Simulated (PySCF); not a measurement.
# C3H9PSi: electronic excitations and core binding energies

What electronic excitations and core binding energies should C3H9PSi (`C=CP(C)[SiH3]`) show?

The runs use PySCF 2.14.0, with density-fitted response routines of our own; the level of theory stands in each step. All values are computed, except where a source is named. Atoms count from 0, in the outputs and in this text.

### 1 The starting structure

14 atoms, charge 0, multiplicity 1; geometry from: GFN2-xTB.

Bonds of the start (Å): C0–C1 1.33, C1–P2 1.80, P2–C3 1.85, P2–Si4 2.24, C0–H5 1.08, C0–H6 1.08, C1–H7 1.08, C3–H8 1.09, C3–H9 1.09, C3–H10 1.09, Si4–H11 1.47, Si4–H12 1.46, Si4–H13 1.46.

### 2 TDDFT and polarisability: B3LYP/def2-SVPD

What the job is given:

```
{"job": {"kind": "uv", "xc": "B3LYP", "basis": "def2-SVPD", "nstates": 8, "ntriplets": 3}, "charge": 0, "multiplicity": 1}
C     -0.555806    -2.131722     0.056738
C     -1.047330    -0.944033     0.379189
P     -0.141784     0.483525     1.010430
C      1.601016     0.067982     0.546243
Si    -0.638891     1.903910    -0.649386
H     -1.197946    -2.935415    -0.265735
H      0.496733    -2.355072     0.098623
H     -2.117985    -0.773237     0.351648
H      1.992501    -0.680244     1.234209
H      1.661053    -0.306018    -0.474324
H      2.202057     0.970587     0.639956
H     -0.255337     1.427006    -1.982776
H      0.084248     3.144309    -0.366193
H     -2.083207     2.127950    -0.615722
```

With the program's defaults for keys left out, this is: TDDFT B3LYP/def2-SVPD, vertical, gas phase, core orbitals frozen in the response.

Run with:

```bash
$ OMP_NUM_THREADS=1 python probes_run.py task.json out
```

One launch serves the whole session: the jobs run in the order shown.

**Question.** This job is followed by: delta-SCF UKS SCAN, pcX-2 on the ionised atom, pcseg-1 elsewhere, spin-free X2C. Predict these results of the whole session: lowest singlet (B3LYP/def2-SVPD); lowest triplet; surface potential, 1st and 99th percentile; C1s binding energies, SCAN/pcX-2; P1s binding energies, SCAN/pcX-2; P2p binding energies, SCAN/pcX-2; Si1s binding energies, SCAN/pcX-2; Si2p binding energies, SCAN/pcX-2.

The runs gave:

```
                             quantity                               value
     lowest singlet (B3LYP/def2-SVPD)         5.25 eV (236 nm), f = 0.201
                       lowest triplet                             3.89 eV
surface potential, 1st and 99th percentile                  -0.88 V and 0.85 V
     C1s binding energies, SCAN/pcX-2  C3 290.56, C1 290.28, C0 289.78 eV
     P1s binding energies, SCAN/pcX-2                       P2 2149.38 eV
     P2p binding energies, SCAN/pcX-2                        P2 136.12 eV
    Si1s binding energies, SCAN/pcX-2                      Si4 1846.08 eV
    Si2p binding energies, SCAN/pcX-2                       Si4 106.59 eV
```

What this shows: The first singlet state (HOMO→LUMO 0.87) lies at 5.25 eV and is bright. The lowest triplet lies 1.36 eV below the lowest singlet (triplets in Tamm-Dancoff, singlets in full TDDFT). By nearest atom (B3LYP/def2-SVPD), the HOMO sits on P2 50 %; C0 17 % and the LUMO on C0, C1 about 24 % each; H5, H6, H7 about 8 % each. C3 (methyl carbon bonded to P) binds its C1s electron 0.79 eV more tightly than C0 (terminal =CH2 carbon).
